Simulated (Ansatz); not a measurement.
# YCo3B2: starts and ends of a spin-polarised SCF, part 2 of 2

How much does the result for YCo3B2 depend on the starting moments? The same cell is run from several starts. System: YCo₃B₂, the deposited crystal structure (space group P6/mmm); the cell holds 6 atoms. Source: COD entry 1510627; the sample's temperature and pressure aren't taken into account.

Ansatz 0.2.0; DFT LDA, PAW, plane waves, scalar-relativistic. Earlier steps stand in the parts before.

## (10) A moment on one site alone, plain SCF

The input, input.yaml:

```yaml
crystal:
  lattice:
    - [5.02099846, 0.0, 0.0]
    - [-2.51049923, 4.34831222, 0.0]
    - [0.0, 0.0, 3.025]
  atoms:
    - { symbol: B, position: [0.33333333, 0.66666667, 0.0] }
    - { symbol: B, position: [0.66666667, 0.33333333, 0.0] }
    - { symbol: Co, position: [0.5, 0.0, 0.5] }
    - { symbol: Co, position: [0.5, 0.5, 0.5] }
    - { symbol: Co, position: [0.0, 0.5, 0.5], spin: 3.0 }
    - { symbol: "Y", position: [0.0, 0.0, 0.0] }
magnetization:
  spin_polarized: true
hamiltonian:
  xc: lda
  pseudopotentials: { kind: paw }
basis:
  ecutwfc: 420
kpoints:
  mp_grid: { grid: [5, 5, 7] }
scf:
  occupations: { method: fermi_dirac, width: 0.1 }
  lower_state_search: "off"
output:
  forces: true
  stress: true
```

Output, shortened:

```text
[... 10 lines as in an earlier run ...]
Bands: 43, of which v1, the nominal top of the filled ones, is band 34 counted from 1 (33 counted from 0)
[... 15 lines as in an earlier run ...]
Starting moments: Σ|m| = 3 μB on 1 of 6 sites
[... 2 lines as in an earlier run ...]
SCF iter   1: F=—  HF=-19238.059454 eV  |F-HF|=—  |Δ(HF+E_count)|=         —  Δρ=1.53e-1 (↑1.53e-1 ↓7.01e-2)  dr2=1.96e1  dr2_m=1.92e0  M=1.510 μB ∫|m|=2.237 μB  β_m=0.30  ethr=3.10e-3  ⟨swp⟩=5.9  Hψ=10598  notcnv=0
[...]
[... 1 line as in an earlier run ...]
[...]
spin-set hold released at iteration 5 (the charge has settled, or the pull on large starting moments outlasts its swing): the magnetisation degrees of freedom join the quasi-Newton model from the next iteration; the mixer history was flushed
[...]
SCF iter  23: F=-19236.848743 eV  HF=-19236.848743 eV  |F-HF|=3.93e-10  |Δ(HF+E_count)|=  5.02e-10  Δρ=4.79e-7 (↑4.68e-7 ↓4.79e-7)  dr2=4.38e-10  dr2_m=1.94e-12  M=-0.000 μB ∫|m|=0.000 μB  ethr=1.98e-11  ⟨swp⟩=1.1  Hψ=6433  notcnv=0
WARN: the starting moments were not kept: the SCF closed with an absolute magnetisation of 2.6e-6 μB, where they sum to 3 μB in size (1 site). That is at most 0.1 of that sum. Measured as dr2_m measures the in/out step, that magnetisation stands 2.9e-12 eV from none, at or under the [...]
SCF converged after 23 iterations
Magnetization: -0.0000 μB (34.0000 up, 34.0000 down)
Absolute magnetization: 0.0000 μB (∫|ρ↑−ρ↓|, with the PAW one-centre terms)
Spin contamination: 0.0000 ħ² per cell (⟨S²⟩ above its minimum at these occupations)
Per-site moments (μB) at R_I (Å): [(-1.6200719504075644e-7, 0.8641382745399864), (-1.6200719498019647e-7, 0.8641382745399864), (-6.246259161340696e-7, 0.8641382807907472), (-6.246259161188068e-7, 0.8641382807907472), (3.290269957691264e-8, 0.8641382745399864), (-8.417869013878639e-8, [...]
Free energy (F): -19236.848743 eV
[...]
E sigma→0 (E₀):  -19236.788881 eV
Entropy (-TS):   -0.119723 eV (-19.954 meV/atom)
Fermi energy:    15.713329 eV
[... 29 lines left out: energy terms, forces, stress ...]
```

It took 3.5 s on 2 threads of an x86-64 CPU, shared host; peak memory 0.5 GiB.

Nothing new: the 23 iterations lead to the state found in step 2 (non-magnetic).

## (11) Parallel moments, Broyden mixing, no switch to direct minimisation

Changes to input.yaml since step 10:

```diff
@@ -8,4 +8,4 @@
     - { symbol: B, position: [0.66666667, 0.33333333, 0.0] }
-    - { symbol: Co, position: [0.5, 0.0, 0.5] }
-    - { symbol: Co, position: [0.5, 0.5, 0.5] }
+    - { symbol: Co, position: [0.5, 0.0, 0.5], spin: 3.0 }
+    - { symbol: Co, position: [0.5, 0.5, 0.5], spin: 3.0 }
     - { symbol: Co, position: [0.0, 0.5, 0.5], spin: 3.0 }
@@ -24,2 +24,4 @@
   lower_state_search: "off"
+  algorithm: density_mixing
+  mixing: { algorithm: broyden, beta: 0.3 }
 output:
```

Output, shortened:

```text
[... 26 lines as in an earlier run ...]
Starting moments: Σ|m| = 9 μB on 3 of 6 sites
[... 2 lines as in an earlier run ...]
SCF iter   1: F=—  HF=-19236.514454 eV  |F-HF|=—  |Δ(HF+E_count)|=         —  Δρ=2.09e-1 (↑2.09e-1 ↓4.34e-2)  dr2=2.19e1  dr2_m=6.38e0  M=4.760 μB ∫|m|=5.756 μB  β_m=0.30  ethr=3.10e-3  ⟨swp⟩=6.1  Hψ=6373  notcnv=0
[...]
[... 1 line as in an earlier run ...]
[...]
[... 1 line as in an earlier run ...]
[...]
SCF iter  23: F=-19236.848743 eV  HF=-19236.848743 eV  |F-HF|=2.15e-9  |Δ(HF+E_count)|=   2.99e-8  Δρ=8.73e-7 (↑5.44e-7 ↓8.73e-7)  dr2=3.51e-10  dr2_m=6.35e-11  M=-0.000 μB ∫|m|=0.000 μB  ethr=1.44e-12  ⟨swp⟩=1.0  Hψ=5616  notcnv=0
WARN: the starting moments were not kept: the SCF closed with an absolute magnetisation of 1.0e-4 μB, where they sum to 9 μB in size (3 sites). That is at most 0.1 of that sum. Measured as dr2_m measures the in/out step, that magnetisation stands 6.4e-9 eV from none, at or under the [...]
this state was not tested for a lower state beside it, because the mixer in use, unlike msr1, does not test its closes by its own steps (another_mixer; see scf.mixing.algorithm and scf.lower_state_search)
SCF converged after 23 iterations
Magnetization: -0.0001 μB (34.0000 up, 34.0000 down)
Absolute magnetization: 0.0001 μB (∫|ρ↑−ρ↓|, with the PAW one-centre terms)
Spin contamination: 0.0000 ħ² per cell (⟨S²⟩ above its minimum at these occupations)
Per-site moments (μB) at R_I (Å): [(3.290063795757503e-6, 0.8641382787071604), (3.2900637956200295e-6, 0.8641382787071604), (-2.708020353699298e-5, 0.8641382787071604), (-2.708020353665204e-5, 0.8641382787071604), (-2.7080203536487006e-5, 0.8641382787071604), (5.725510899451606e-6, [...]
Free energy (F): -19236.848743 eV
[...]
E sigma→0 (E₀):  -19236.788881 eV
Entropy (-TS):   -0.119723 eV (-19.954 meV/atom)
Fermi energy:    15.713323 eV
[... 29 lines left out: energy terms, forces, stress ...]
```

Run time: 2.5 s. Hardware: 2 threads of an x86-64 CPU, shared host; peak memory 0.48 GiB.

The run ends in the same state as step 2 (non-magnetic); it took 23 iterations.

## (12) Parallel moments, spin not held back in the first iterations, no switch to direct minimisation

Changes to input.yaml since step 11:

```diff
@@ -25,3 +25,3 @@
   algorithm: density_mixing
-  mixing: { algorithm: broyden, beta: 0.3 }
+  mixing: { spin_hold: "off" }
 output:
```

Output, shortened:

```text
[... 26 lines as in an earlier run ...]
Starting moments: Σ|m| = 9 μB on 3 of 6 sites
[... 2 lines as in an earlier run ...]
SCF iter   1: F=—  HF=-19236.396021 eV  |F-HF|=—  |Δ(HF+E_count)|=         —  Δρ=2.05e-1 (↑2.05e-1 ↓4.83e-2)  dr2=2.15e1  dr2_m=6.09e0  M=4.680 μB ∫|m|=5.553 μB  β_m=0.30  ethr=3.10e-3  ⟨swp⟩=6.1  Hψ=6370  notcnv=0
[...]
[... 1 line as in an earlier run ...]
[...]
SCF iter  14: F=-19236.848743 eV  HF=-19236.848743 eV  |F-HF|=1.12e-8  |Δ(HF+E_count)|=  2.69e-10  Δρ=2.60e-6 (↑2.60e-6 ↓2.42e-6)  dr2=1.17e-8  dr2_m=2.12e-11  M=0.000 μB ∫|m|=0.000 μB  ethr=1.26e-11  ⟨swp⟩=1.8  Hψ=5168  notcnv=0
WARN: the starting moments were not kept: the SCF closed with an absolute magnetisation of 1.2e-5 μB, where they sum to 9 μB in size (3 sites). That is at most 0.1 of that sum. Measured as dr2_m measures the in/out step, that magnetisation stands 1.1e-10 eV from none, at or under the [...]
SCF converged after 14 iterations
Magnetization: 0.0000 μB (34.0000 up, 34.0000 down)
Absolute magnetization: 0.0000 μB (∫|ρ↑−ρ↓|, with the PAW one-centre terms)
Spin contamination: 0.0000 ħ² per cell (⟨S²⟩ above its minimum at these occupations)
Per-site moments (μB) at R_I (Å): [(9.780576951199597e-8, 0.8641382787071604), (9.780576949240244e-8, 0.8641382787071604), (3.3932136812331055e-6, 0.8641382787071604), (3.393213681234314e-6, 0.8641382787071604), (3.3932136810369746e-6, 0.8641382787071604), (-4.461438745739203e-7, 1.19578586032435)]
Free energy (F): -19236.848743 eV
[...]
E sigma→0 (E₀):  -19236.788881 eV
Entropy (-TS):   -0.119724 eV (-19.954 meV/atom)
Fermi energy:    15.713348 eV
[... 29 lines left out: energy terms, forces, stress ...]
```

Run time: 1.7 s. Hardware: 2 threads of an x86-64 CPU, shared host; peak memory 0.48 GiB.

This is the state of step 2 again (non-magnetic), after 14 iterations.

## (13) The runs side by side

```tsv
step	iterations	state	moments of Co3 Co4 Co5 (μB)	total (μB)	gap (eV)	pressure (GPa)	above lowest (meV/atom)
2	17	1	0.00 0.00 0.00	0.00	none	-14.7	0.0
3	21	1	0.00 0.00 0.00	0.00	none	-14.7	0.0
4	7	1	0.00 0.00 0.00	0.00	none	-14.7	0.0
5	16	1	0.00 0.00 0.00	0.00	none	-14.7	0.0
6	21	1	0.00 0.00 0.00	0.00	none	-14.7	0.0
7	19	1	0.00 0.00 0.00	0.00	none	-14.7	0.0
8	22	1	0.00 0.00 0.00	0.00	none	-14.7	0.0
9	21	1	0.00 0.00 0.00	0.00	none	-14.7	0.0
10	23	1	0.00 0.00 0.00	0.00	none	-14.7	0.0
11	23	1	0.00 0.00 0.00	0.00	none	-14.7	0.0
12	14	1	0.00 0.00 0.00	0.00	none	-14.7	0.0
```

States are numbered from the lowest. Starts by step: 2 parallel moments, plain SCF; 3 opposed moments +-+, plain SCF; 4 no spin polarisation; 5 spin on, no moments given (the program may seed its own), plain SCF; 6 opposed moments ++-, plain SCF; 7 parallel moments scaled by 0.1, plain SCF; 8 moments +-- scaled by 0.5, plain SCF; 9 opposed moments +--, plain SCF; 10 a moment on one site alone, plain SCF; 11 parallel moments, Broyden mixing, no switch to direct minimisation; 12 parallel moments, spin not held back in the first iterations, no switch to direct minimisation.

The 11 runs of this session took 29 s in all, from 0.57 s to 3.9 s each.

Decimal logarithm of the largest residual (eV) by iteration, counted through all cycles of a run (7 of the 11 runs):

```tsv
iteration	step 2	step 3	step 4	step 5	step 6	step 7	step 8
1	1.3	1.3	-1.7	0.9	1.3	1.2	1.2
2	1.1	1.1	-2.2	0.3	1.1	0.5	0.5
3	1.0	0.9	-2.9	1.3	0.9	-0.4	0.1
4	1.0	0.8	-4.4	0.6	0.8	-0.4	-0.1
5	0.8	1.6	-5.8	0.6	1.6	-1.6	-0.2
7	0.3	-0.5	-8.1	-0.2	-0.5	-1.9	-0.5
9	-1.3	-0.6	-	-1.3	-0.7	-2.1	-0.7
11	-2.5	-2.3	-	-3.3	-2.3	-2.6	-0.9
12	-3.8	-2.2	-	-2.6	-2.2	-3.2	-1.0
14	-5.6	-3.5	-	-5.7	-3.5	-4.2	-2.4
16	-7.9	-3.8	-	-7.3	-3.8	-5.9	-3.4
18	-	-6.1	-	-	-6.1	-8.8	-6.2
20	-	-7.3	-	-	-7.3	-	-7.3
22	-	-	-	-	-	-	-8.3
```

## (14) Summary of results

The summary covers parts 1 to 2.

| quantity | value |
| --- | --- |
| distinct states | 1 from 11 converged runs |
| lowest state from plain starts | non-magnetic |
| total moment | 0.00 μB per cell |
| gap on the k-mesh | none |
| pressure | -14.7 GPa |
| largest force | 0.000 eV/Å |

11 runs converged, all to one state. Spin polarisation gains nothing here: every starting moment dies out. The search isn't exhaustive: larger magnetic cells and non-collinear orders weren't tried.
